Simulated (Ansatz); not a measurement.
# VB17N18: the cost of one run

Method: DFT, PBE, plane-wave PAW, default files, scalar-relativistic, as far as a step names no other, in Ansatz 0.2.0.

The COD entry's cell or inner coordinates are ideal or old and differ from later refinements, so a difference from it is no clean test against experiment.

### 1 The system as given

It takes space group P-6m2 (No. 187, hexagonal). Conventional cell: a = 7.495 Å, b = 7.495 Å, c = 6.636 Å, α = 90.00°, β = 90.00°, γ = 120.00°. Around V (site symmetry -6m2) lie 3 N at 1.44 Å. Around B (site symmetry m) lie 3 N at 1.44 Å. B (site symmetry -6m2) has 3 N at 1.44 Å as nearest neighbours. Around B (site symmetry mm2) lie 3 N at 1.44 Å. Around N (site symmetry -6m2) lie 3 B at 1.44 Å. Only part of the 14 independent sites is listed.

Coordinates:

```xyz
36
Lattice="7.4947 0.0000 0.0000 -3.7474 6.4906 0.0000 0.0000 0.0000 6.6357" Properties=species:S:1:pos:R:3 pbc="T T T"
V     0.0000    1.4424    1.6589
B    -1.2491    3.6059    1.6589
B    -2.4982    5.7694    1.6589
B     2.4982    1.4424    1.6589
B     1.2491    3.6059    1.6589
B     0.0000    5.7694    1.6589
B     4.9965    1.4424    1.6589
B     3.7474    3.6059    1.6589
B     2.4982    5.7694    1.6589
B     1.2491    0.7212    4.9768
B     0.0000    2.8847    4.9768
B    -1.2491    5.0483    4.9768
B     3.7474    0.7212    4.9768
B     2.4982    2.8847    4.9768
B     1.2491    5.0483    4.9768
B     6.2456    0.7212    4.9768
B     4.9965    2.8847    4.9768
B     3.7474    5.0483    4.9768
N     0.0000    1.4424    4.9768
N    -1.2491    3.6059    4.9768
N    -2.4982    5.7694    4.9768
N     2.4982    1.4424    4.9768
N     1.2491    3.6059    4.9768
N     0.0000    5.7694    4.9768
N     4.9965    1.4424    4.9768
N     3.7474    3.6059    4.9768
N     2.4982    5.7694    4.9768
N     1.2491    0.7212    1.6589
N     0.0000    2.8847    1.6589
N    -1.2491    5.0483    1.6589
N     3.7474    0.7212    1.6589
N     2.4982    2.8847    1.6589
N     1.2491    5.0483    1.6589
N     6.2456    0.7212    1.6589
N     4.9965    2.8847    1.6589
N     3.7474    5.0483    1.6589
```

Atom 1 of the input is the impurity.

### 2 First run, atoms as given

File input.yaml:

```yaml
crystal:
  lattice:
    - [7.49472, 0.0, 0.0]
    - [-3.74736, 6.4906179144, 0.0]
    - [0.0, 0.0, 6.6357]
  atoms:
    - { symbol: V, position: [0.1111111111, 0.2222222222, 0.25], spin: 1.0 }
    - { symbol: B, position: [0.1111111111, 0.5555555556, 0.25] }
    - { symbol: B, position: [0.1111111111, 0.8888888889, 0.25] }
    - { symbol: B, position: [0.4444444444, 0.2222222222, 0.25] }
    - { symbol: B, position: [0.4444444444, 0.5555555556, 0.25] }
    - { symbol: B, position: [0.4444444444, 0.8888888889, 0.25] }
    - { symbol: B, position: [0.7777777778, 0.2222222222, 0.25] }
    - { symbol: B, position: [0.7777777778, 0.5555555556, 0.25] }
    - { symbol: B, position: [0.7777777778, 0.8888888889, 0.25] }
    - { symbol: B, position: [0.2222222222, 0.1111111111, 0.75] }
    - { symbol: B, position: [0.2222222222, 0.4444444444, 0.75] }
    - { symbol: B, position: [0.2222222222, 0.7777777778, 0.75] }
    - { symbol: B, position: [0.5555555556, 0.1111111111, 0.75] }
    - { symbol: B, position: [0.5555555556, 0.4444444444, 0.75] }
    - { symbol: B, position: [0.5555555556, 0.7777777778, 0.75] }
    - { symbol: B, position: [0.8888888889, 0.1111111111, 0.75] }
    - { symbol: B, position: [0.8888888889, 0.4444444444, 0.75] }
    - { symbol: B, position: [0.8888888889, 0.7777777778, 0.75] }
    - { symbol: "N", position: [0.1111111111, 0.2222222222, 0.75] }
    - { symbol: "N", position: [0.1111111111, 0.5555555556, 0.75] }
    - { symbol: "N", position: [0.1111111111, 0.8888888889, 0.75] }
    - { symbol: "N", position: [0.4444444444, 0.2222222222, 0.75] }
    - { symbol: "N", position: [0.4444444444, 0.5555555556, 0.75] }
    - { symbol: "N", position: [0.4444444444, 0.8888888889, 0.75] }
    - { symbol: "N", position: [0.7777777778, 0.2222222222, 0.75] }
    - { symbol: "N", position: [0.7777777778, 0.5555555556, 0.75] }
    - { symbol: "N", position: [0.7777777778, 0.8888888889, 0.75] }
    - { symbol: "N", position: [0.2222222222, 0.1111111111, 0.25] }
    - { symbol: "N", position: [0.2222222222, 0.4444444444, 0.25] }
    - { symbol: "N", position: [0.2222222222, 0.7777777778, 0.25] }
    - { symbol: "N", position: [0.5555555556, 0.1111111111, 0.25] }
    - { symbol: "N", position: [0.5555555556, 0.4444444444, 0.25] }
    - { symbol: "N", position: [0.5555555556, 0.7777777778, 0.25] }
    - { symbol: "N", position: [0.8888888889, 0.1111111111, 0.25] }
    - { symbol: "N", position: [0.8888888889, 0.4444444444, 0.25] }
    - { symbol: "N", position: [0.8888888889, 0.7777777778, 0.25] }
magnetization:
  spin_polarized: true
total_charge: 1
kpoints:
  mp_grid: { grid: [3, 3, 3] }
scf:
  occupations: { method: fermi_dirac, width: 0.01 }
hamiltonian:
  xc: pbe
  pseudopotentials: { kind: paw }
output:
  forces: true
  stress: true
  populations: true
  efg:
    quadrupole_moments_barn: { V: -0.052, B: 0.04059, "N": 0.02044 }
    contact_densities: true
```

Launch:

```
ansatz run input.yaml --threads 1 --pin off --max-ram 3072MiB --backend cpu --events-out ev --progress --plain --runs-dir out
```

Q: Estimate wall time and peak memory on 1 thread of Arm Neoverse V1, shared host.

About 1.7 min, with a peak of 0.85 GiB.
